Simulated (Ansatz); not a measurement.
# GaSiH3F2 (SMILES [F][Ga]([F])[SiH3]) at B3LYP/6-31G(d) (spherical functions)

Aim: the vertical ionisation energy of GaSiH3F2 at B3LYP/6-31G* (spherical functions), from 2 runs. 

The results are computed with Ansatz 0.2.0.

78 further runs of the same task are left out: 1 that didn't finish, 77 set aside as unsound or not needed. Runs told in other sessions of the task aren't counted.

## (1) The structure to begin with

GaSiH3F2 has 7 atoms, charge 0, and is taken as a singlet. As SMILES, `[F][Ga]([F])[SiH3]`. The shape is that of a PBE0-D4/def2-TZVP optimisation.

Bond lengths: F1–Ga2 1.750 Å, Ga2–F3 1.749 Å, Ga2–Si4 2.387 Å, Si4–H5 1.483 Å, Si4–H6 1.483 Å, Si4–H7 1.484 Å. Angles: F1–Ga2–F3 110.4°, F1–Ga2–Si4 124.5°, F3–Ga2–Si4 125.2°, Ga2–Si4–H5 109.3°, Ga2–Si4–H6 108.8°, Ga2–Si4–H7 107.8°, H5–Si4–H6 110.6°, H5–Si4–H7 110.2°, H6–Si4–H7 110.0°.

## (2) A single-point energy at B3LYP/6-31G(d) (spherical functions)

Contents of input.yaml:

```yaml
crystal:
  periodic: [false, false, false]
  atoms:
    - {symbol: F, position_ang: [0.337700, -1.716900, 2.042000]}
    - {symbol: Ga, position_ang: [0.749800, -0.872200, 0.566000]}
    - {symbol: F, position_ang: [2.304600, -1.409500, -0.029300]}
    - {symbol: Si, position_ang: [-0.636100, 0.761900, -0.486900]}
    - {symbol: H, position_ang: [0.191200, 1.594100, -1.392900]}
    - {symbol: H, position_ang: [-1.267600, 1.599600, 0.561500]}
    - {symbol: H, position_ang: [-1.679500, 0.043100, -1.260400]}
basis:
  gaussian: {orbitals: 6-31G_st_-spherical.json}
hamiltonian: {xc: {name: B3LYP}}
accuracy: high
output: {orbitals: {seedname: orbitals}}
```

The basis set 6-31G* is read from a file made from the Basis Set Exchange's data (not shown).

Command:

```bash
$ ansatz run input.yaml --threads 1 --pin off --max-ram 3480MiB --events-out events.jsonl --progress --plain --runs-dir runs
```

Log:

```text
Warning: RAYON_NUM_THREADS=1 ignored (pool sized by the plan → 1); use --threads N
Functional definition: B3LYP
  name "B3LYP"
  parameter a0 = 0.2
  parameter ax = 0.72
  parameter ac = 0.81
  exchange = (1 - a0 - ax)*slater_x + ax*b88_x + a0*exact_x
  correlation = (1 - ac)*vwn_rpa_c + ac*lyp_c
1770 factors; integrals over basis functions are off by at most 5.7e-9 eV
mean field evaluation 1: about -65729.5633 eV, gradient 5.3e1 eV
mean field evaluation 2: about -65712.5607 eV, gradient 1.2e2 eV
mean field evaluation 4: about -65734.0068 eV, gradient 3.8e0 eV
mean field evaluation 8: about -65734.1282 eV, gradient 1.8e-1 eV
mean field evaluation 16: about -65734.1283 eV, gradient 1.5e-5 eV
mean field -65734.12830844 eV, -2415.6846591428 hartree, gradient 1.9e-8 eV, S^2 0.000000; 0 other end points of the search recorded, 0 dependent functions left out
reference -65734.12835179 eV, -2415.6846607358 hartree; 33, 33 occupied and 51, 51 virtual orbitals, 1770 factors
Total energy: -65734.12835179 eV, -2415.6846607358 hartree
```

Run time: 14 s. Hardware: 1 thread of Arm Neoverse N1, shared host; peak memory 0.3 GiB.

## (3) The doublet cation at the same level

Contents of molecule.yaml:

```yaml
basis:
  gaussian: {orbitals: 6-31G_st_-spherical.json}
crystal:
  periodic: [false, false, false]
  atoms:
    - {symbol: F, position_ang: [0.337700, -1.716900, 2.042000]}
    - {symbol: Ga, position_ang: [0.749800, -0.872200, 0.566000]}
    - {symbol: F, position_ang: [2.304600, -1.409500, -0.029300]}
    - {symbol: Si, position_ang: [-0.636100, 0.761900, -0.486900]}
    - {symbol: H, position_ang: [0.191200, 1.594100, -1.392900]}
    - {symbol: H, position_ang: [-1.267600, 1.599600, 0.561500]}
    - {symbol: H, position_ang: [-1.679500, 0.043100, -1.260400]}
total_charge: 1
accuracy: high
output: {orbitals: {seedname: orbitals}}
hamiltonian: {xc: {name: B3LYP}}
magnetization: {spin_polarized: true, initial_magnetization: 1}
```

The basis set 6-31G* is read from a file made from the Basis Set Exchange's data (not shown).

Command:

```bash
$ ansatz run molecule.yaml --threads 1 --pin off --max-ram 3480MiB --events-out events.jsonl --progress --plain --runs-dir runs
```

Log:

```text
Warning: RAYON_NUM_THREADS=1 ignored (pool sized by the plan → 1); use --threads N
Functional definition: B3LYP
  name "B3LYP"
  parameter a0 = 0.2
  parameter ax = 0.72
  parameter ac = 0.81
  exchange = (1 - a0 - ax)*slater_x + ax*b88_x + a0*exact_x
  correlation = (1 - ac)*vwn_rpa_c + ac*lyp_c
1769 factors; integrals over basis functions are off by at most 5.7e-9 eV
mean field evaluation 1: about -65708.4368 eV, gradient 6.5e1 eV
mean field evaluation 2: about -65508.6570 eV, gradient 2.2e2 eV
mean field evaluation 4: about -65717.0336 eV, gradient 3.7e1 eV
mean field evaluation 8: about -65722.8853 eV, gradient 8.0e-1 eV
mean field evaluation 16: about -65722.9926 eV, gradient 9.8e-3 eV
mean field evaluation 32: about -65722.9926 eV, gradient 2.8e-7 eV
mean field -65722.99255370 eV, -2415.2754277042 hartree, gradient 6.7e-8 eV, S^2 0.755945; 2 other end points of the search recorded, 0 dependent functions left out
reference -65722.99259722 eV, -2415.2754293035 hartree; 33, 32 occupied and 51, 52 virtual orbitals, 1769 factors
Total energy: -65722.99259722 eV, -2415.2754293035 hartree
```

It took 32 s on 1 thread of Arm Neoverse N1, shared host; peak memory 0.45 GiB.

## (4) Summary of results

At B3LYP/6-31G* (spherical functions):

```
                                          quantity           value
                    singlet GaSiH3F2: total energy  -2415.68466 Eh
                     singlet GaSiH3F2: HOMO energy        -8.70 eV
                     singlet GaSiH3F2: LUMO energy        -1.76 eV
                   singlet GaSiH3F2: HOMO–LUMO gap         6.95 eV
                      doublet cation: total energy  -2415.27543 Eh
doublet cation: HOMO energy (highest over α and β)       -15.99 eV
 doublet cation: LUMO energy (lowest over α and β)       -13.56 eV
                              doublet cation: ⟨S²⟩           0.756
vertical ionisation energy (to the doublet cation)       11.136 eV
```

Removing an electron at fixed nuclei costs 11.14 eV (1074 kJ/mol). The negative HOMO energy of the first species, 8.70 eV, lies 2.43 eV below that difference.
